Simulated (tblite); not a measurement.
# C5H12GeO2: the cost of one run

Programs: tblite 0.8.0 and PySCF 2.14.0, with density-fitted response routines of our own. Each step states its level of theory. These are calculated values for one molecule in the gas phase, unless marked as measured. Atoms count from 0, in the outputs and in this text.

### 1 The molecule as given

20 atoms, charge 0, multiplicity 1; geometry from: force field or distance geometry start.

Bonds of the start (Å): C0–O1 1.38, O1–Ge2 1.81, Ge2–O3 1.79, O3–C4 1.41, Ge2–C5 1.93, C5–C6 1.52, C6–C7 1.50, C7–C5 1.51, C0–H8 1.10, C0–H9 1.13, C0–H10 1.11, Ge2–H11 1.55, C4–H12 1.10, C4–H13 1.10, C4–H14 1.12, C5–H15 1.13, C6–H16 1.12, C6–H17 1.11, C7–H18 1.11, C7–H19 1.10.

### 2 Geometry optimisation with GFN2-xTB

The job: settings as JSON, then the geometry in Å.

```
{"job": {"kind": "relax", "xc": "GFN2-xTB", "basis": "xTB"}, "charge": 0, "multiplicity": 1}
C     -1.488500     2.172000    -0.306500
O     -1.531100     0.873400     0.145800
Ge    -0.254700    -0.148200    -0.629400
O     -0.688000    -1.831800    -0.206300
C     -2.090100    -1.841300    -0.094100
C      1.420600     0.413900     0.139400
C      2.154600    -0.701100     0.872100
C      2.724800    -0.124000    -0.395500
H     -0.473400     2.538800    -0.499800
H     -1.997100     2.829900     0.456000
H     -2.108600     2.260000    -1.226500
H     -0.313500     0.081700    -2.162900
H     -2.474700    -2.360900    -0.981800
H     -2.439800    -2.377100     0.801300
H     -2.484700    -0.793600    -0.098300
H      1.464600     1.378500     0.725700
H      1.707700    -1.718200     0.765500
H      2.585600    -0.415000     1.854600
H      3.544000     0.618200    -0.346500
H      2.737000    -0.844500    -1.225500
```

Started as:

```bash
OMP_NUM_THREADS=1 python probes_run.py task.json out
```

The driver reads the jobs from task.json and runs them one after another.

Q: Estimate the wall time and peak memory of this first job on 1 thread of Intel Xeon at 2.50GHz, shared host.

About 3 s, with a peak of 0.18 GiB.
